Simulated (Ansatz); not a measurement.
# GaBH+ (singlet): wave-function methods side by side, cc-pVDZ

Aim: climb from Hartree-Fock through coupled cluster and multireference methods for GaBH+ (singlet) at one geometry and basis, and see what each rung misses.

Program: Ansatz 0.2.0, Gaussian basis. Level of theory: cc-pVDZ, core rule «outside noble gas», up to 15 orbitals frozen. These are calculated values, not measurements.

Plan: UHF; CCSD(T) on RHF; CCSD(T) on UHF; BCCD(T) on RHF; CISD; CCSDT(Q) on RHF; CCSDT(Q) on UHF; CCSDTQ on RHF; CASSCF and MRCISD+Q, 6 electrons in 9 orbitals; CASSCF and NEVPT2, 6 electrons in 9 orbitals.

33 further runs of the same task are left out: 2 for a known fault of the program, 19 that didn't finish, 12 set aside as unsound or not needed.

## (1) The geometry

The geometry is a PBE0/def2-TZVP stationary point (not a proven minimum) of the parent state, kept for this charge and spin. No spin-orbit coupling is included. The filled d shell of Ga may be among the frozen orbitals whatever the setting's name suggests; the logs give the count.

3 atoms, charge 1, spin multiplicity 1.

Atoms are counted from 1 here; the program's logs count them from 0.

Bond lengths: B1–Ga2 2.185 Å, B1–H3 1.201 Å. Angles: Ga2–B1–H3 177.0°.

## (2) UHF

Contents of in.yaml:

```yaml
crystal:
  periodic: [false, false, false]
  atoms:
    - {symbol: B, position_ang: [0.000000, -0.022646, 0.328403]}
    - {symbol: Ga, position_ang: [0.000000, -0.009056, -1.856331]}
    - {symbol: H, position_ang: [0.000000, 0.031702, 1.527927]}
basis:
  gaussian: {orbitals: cc-pVDZ}
total_charge: 1
magnetization: {spin_polarized: true, initial_magnetization: 0}
hamiltonian: {xc: hf}
output: {orbitals: {seedname: orbitals}}
```

Run with:

```bash
$ ansatz run in.yaml --threads 1 --pin off --events-out ev --progress --plain --max-ram 2393MiB
```

The runs that follow: CCSD(T) on RHF; CCSD(T) on UHF; BCCD(T) on RHF; CISD; CCSDT(Q) on RHF; CCSDT(Q) on UHF; CCSDTQ on RHF; CASSCF and MRCISD+Q, 6 electrons in 9 orbitals; CASSCF and NEVPT2, 6 electrons in 9 orbitals.

Before running them: what should the planned runs give, taken together? Wanted: RCCSDTQ below the RHF energy; RMP2 from RCCSDTQ; UMP2 from RCCSDTQ; RCCSD from RCCSDTQ; RCCSD(T) from RCCSDTQ; UCCSD(T) from RCCSDTQ; RCCSDT(Q) from RCCSDTQ; UCCSDT(Q) from RCCSDTQ; NEVPT2 valence from RCCSDTQ.

As calculated:

```
                         quantity                                                                                value
     RCCSDTQ below the RHF energy                                                                           -3.3970 eV
                RMP2 from RCCSDTQ                                                                         +99.5 kJ/mol
                UMP2 from RCCSDTQ                                                                        +112.4 kJ/mol
               RCCSD from RCCSDTQ                                                                          +8.1 kJ/mol
            RCCSD(T) from RCCSDTQ                                                                          +2.1 kJ/mol
            UCCSD(T) from RCCSDTQ                                                                          +3.5 kJ/mol
           RCCSDT(Q) from RCCSDTQ                                                                          +0.1 kJ/mol
           UCCSDT(Q) from RCCSDTQ                                                                          +0.8 kJ/mol
      NEVPT2 valence from RCCSDTQ                                                                         +37.1 kJ/mol
    MRCISD+Q valence from RCCSDTQ                                                                          +1.8 kJ/mol
levels within 1 kcal/mol (43 meV)  RCCSD(T), UCCSD(T), BCCD(T), RCCSDT, UCCSDT, RCCSDT(Q), UCCSDT(Q), MRCISD+Q valence
                    T1 diagnostic                                                                                0.014
   effectively unpaired electrons                                                                                 0.12
```

**Reading.** RCCSD(T) lands +2.1 kJ/mol from the yardstick (0.7 % of the correlation energy). One determinant dominates. Of the multireference levels listed MRCISD+Q valence comes nearest in total energy (+1.8 kJ/mol), which doesn't show that its space is the better one. These misses are within one basis, not against nature.
